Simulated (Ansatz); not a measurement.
# F3H2NSi: the cost of one run

All numbers below are computed with Ansatz 0.2.0 (RKS PBE0-D4/def2-SVP).

### 1 The structure to begin with

Bond lengths: Si1–N2 1.820 Å, N2–H3 1.060 Å, N2–H4 1.060 Å, Si1–F5 1.590 Å, Si1–F6 1.589 Å, Si1–F7 1.589 Å. Angles: Si1–N2–H3 120.0°, Si1–N2–H4 120.0°, H3–N2–H4 120.0°, N2–Si1–F5 109.5°, N2–Si1–F6 109.5°, N2–Si1–F7 109.5°, F5–Si1–F6 109.5°, F5–Si1–F7 109.5°, F6–Si1–F7 109.5°.

As a file:

```xyz
7

Si    0.0000    0.0000    0.0000
N     0.0000    0.0000    1.8200
H    -0.8770   -0.2713    2.3500
H     0.8770    0.2713    2.3500
F     1.4994    0.0000   -0.5295
F    -0.7489    1.2974   -0.5295
F    -0.7489   -1.2974   -0.5295
```

### 2 Preparing the start

File input.yaml:

```yaml
crystal:
  periodic: [false, false, false]
  atoms:
    - { symbol: Si, position_ang: [0.0, 0.0, 0.0] }
    - { symbol: "N", position_ang: [0.0, 0.0, 1.82] }
    - { symbol: H, position_ang: [-0.877, -0.2713, 2.35] }
    - { symbol: H, position_ang: [0.877, 0.2713, 2.35] }
    - { symbol: F, position_ang: [1.4994, 0.0, -0.5295] }
    - { symbol: F, position_ang: [-0.7489, 1.2974, -0.5295] }
    - { symbol: F, position_ang: [-0.7489, -1.2974, -0.5295] }
basis:
  gaussian: { orbitals: def2-SVP }
hamiltonian:
  xc: pbe0
  dispersion: d4
relax:
  f_tol: 0.02
  max_steps: 40
output:
  orbitals: {}
```

Run with:

```bash
> ansatz run input.yaml --threads 2 --pin off --max-ram 3072MiB --backend cpu --events-out ev --progress --plain --runs-dir out
```

Q: Estimate wall time and peak memory on 2 threads of Arm Neoverse V2, shared host.

About 21 s, with a peak of 0.16 GiB.
